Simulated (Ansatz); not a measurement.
Write a Python script for Ansatz's Python interface that makes a geometry optimisation of AlCl₂GeH₃, SMILES [Cl][Al]([Cl])[GeH3]. Level of theory: B3LYP, def2-SVP basis, multiplicity 1, D3BJ dispersion.

```yaml
atoms:
  - { symbol: Cl, position_ang: [-0.4988, -2.7642, 1.3476] }
  - { symbol: Al, position_ang: [0.5808, -0.9382, 0.6844] }
  - { symbol: Cl, position_ang: [2.6905, -0.7291, 1.1918] }
  - { symbol: Ge, position_ang: [-0.4536, 0.8202, -0.6118] }
  - { symbol: H, position_ang: [-1.0670, 0.1982, -1.9467] }
  - { symbol: H, position_ang: [-1.7046, 1.4066, 0.2151] }
  - { symbol: H, position_ang: [0.5139, 1.9383, -0.9262] }
```

Script `run_opt.py`:
```python
import itertools
import logging
import sys

import ansatz as az
from ase.data import atomic_numbers, covalent_radii
import numpy as np

logging.basicConfig(stream=sys.stdout, format="%(levelname)s %(message)s")
log = logging.getLogger("run")
log.setLevel(logging.INFO)


def main() -> None:
    geometry_ang = [
        ("Cl", [-0.4988, -2.7642, 1.3476]),
        ("Al", [0.5808, -0.9382, 0.6844]),
        ("Cl", [2.6905, -0.7291, 1.1918]),
        ("Ge", [-0.4536, 0.8202, -0.6118]),
        ("H", [-1.067, 0.1982, -1.9467]),
        ("H", [-1.7046, 1.4066, 0.2151]),
        ("H", [0.5139, 1.9383, -0.9262]),
    ]
    geometry = az.Crystal.molecule()
    for symbol, xyz in geometry_ang:
        geometry = geometry.atom(symbol, xyz)

    calc = geometry.calculation().basis(gaussian="def2-SVP").functional("b3lyp", dispersion="d3bj")
    symbols = [site.symbol for site in geometry.cartesian_sites]
    start = np.array([site.position_ang for site in geometry.cartesian_sites], dtype=float)
    def progress(event):
        if event["event"] == "relax_step":
            row = event["data"]
            log.info(f"step {row['step']:3d}  E = {row['lagrangian_ev']:.6f} eV  largest force component {row['allowed_force_max_ev_ang']:.4f} eV/A")


    rep = calc.relax(force_tolerance=0.005).session().plan().execute(on_event=progress).report
    end = np.array(rep["positions_ang"])

    for key in ("converged", "free_energy_ev", "reference_energy_ev", "n_frozen", "n_occupied", "n_virtual"):
        log.info(f"{key:22s} {rep[key]}")

    radius = [covalent_radii[atomic_numbers[s]] for s in symbols]
    span = lambda where, i, j: np.linalg.norm(where[i] - where[j])
    bonded = [(i, j) for i, j in itertools.combinations(range(len(symbols)), 2) if min(span(start, i, j), span(end, i, j)) < 1.2 * (radius[i] + radius[j])]
    log.info("pair        before    after (A)")
    for i, j in bonded:
        print(f"{symbols[i]}{i}-{symbols[j]}{j}".ljust(10), f"{span(start, i, j):8.4f} {span(end, i, j):8.4f}")
    for first, second in list(itertools.combinations(bonded, 2)):
        shared = set(first) & set(second)
        if shared and symbols[(j := shared.pop())] != "H":
            i, k = sorted((set(first) | set(second)) - {j})
            u, v = end[i] - end[j], end[k] - end[j]
            angle = np.degrees(np.arccos(np.clip(u @ v / np.linalg.norm(u) / np.linalg.norm(v), -1, 1)))
            log.info(f"final angle {symbols[i]}{i}-{symbols[j]}{j}-{symbols[k]}{k}: {angle:.2f} deg")
    with open("alcl2geh3_opt.xyz", "w") as handle:
        handle.write(f"{len(symbols)}\nrelaxed AlCl2GeH3\n")
        handle.writelines(f"{s:2s} {x:11.6f} {y:11.6f} {z:11.6f}\n" for s, (x, y, z) in zip(symbols, end))


if __name__ == "__main__":
    main()
```

```console
$ python run_opt.py
INFO step   1  E = -88198.958150 eV  largest force component 1.6286 eV/A
INFO step   2  E = -88199.169817 eV  largest force component 0.3046 eV/A
INFO step   3  E = -88199.178363 eV  largest force component 0.0656 eV/A
INFO step   4  E = -88199.179163 eV  largest force component 0.0120 eV/A
INFO step   5  E = -88199.179269 eV  largest force component 0.0138 eV/A
INFO step   6  E = -88199.179374 eV  largest force component 0.0039 eV/A
INFO converged              True
INFO free_energy_ev         -88199.17964171017
INFO reference_energy_ev    -88198.83586882592
INFO n_frozen               0
INFO n_occupied             [41, 41]
INFO n_virtual              [60, 60]
INFO pair        before    after (A)
Cl0-Al1      2.2225   2.1065
Al1-Cl2      2.1799   2.1058
Al1-Ge3      2.4170   2.4565
Ge3-H4       1.5953   1.5441
Ge3-H5       1.6102   1.5442
Ge3-H6       1.5116   1.5421
INFO final angle Cl0-Al1-Cl2: 116.63 deg
INFO final angle Cl0-Al1-Ge3: 120.96 deg
INFO final angle Cl2-Al1-Ge3: 122.42 deg
INFO final angle Al1-Ge3-H4: 110.48 deg
INFO final angle Al1-Ge3-H5: 110.44 deg
INFO final angle Al1-Ge3-H6: 111.57 deg
INFO final angle H4-Ge3-H5: 107.47 deg
INFO final angle H4-Ge3-H6: 108.39 deg
INFO final angle H5-Ge3-H6: 108.37 deg
```

It writes `alcl2geh3_opt.xyz`:
```text
7
relaxed AlCl2GeH3
Cl   -0.423786   -2.670416    1.317325
Al    0.620695   -0.950767    0.693506
Cl    2.649373   -0.827050    1.244365
Ge   -0.499999    0.805681   -0.607828
H    -1.068612    0.225677   -1.921064
H    -1.683732    1.395219    0.189535
H     0.467260    1.953455   -0.961638
```

Total energies depend on the basis set; only differences at equal settings carry meaning. The end point is the stationary point reached from this start; no frequency run checks that it is a minimum, and the basis set is modest. Total less reference energy is the dispersion correction. b3lyp holds the VWN-RPA fit, as in Gaussian; the form of ORCA and Turbomole is b3lyp5. Hardware and time: 42 s on 1 thread of Arm Neoverse V1, on a shared host, peak memory 0.31 GiB.
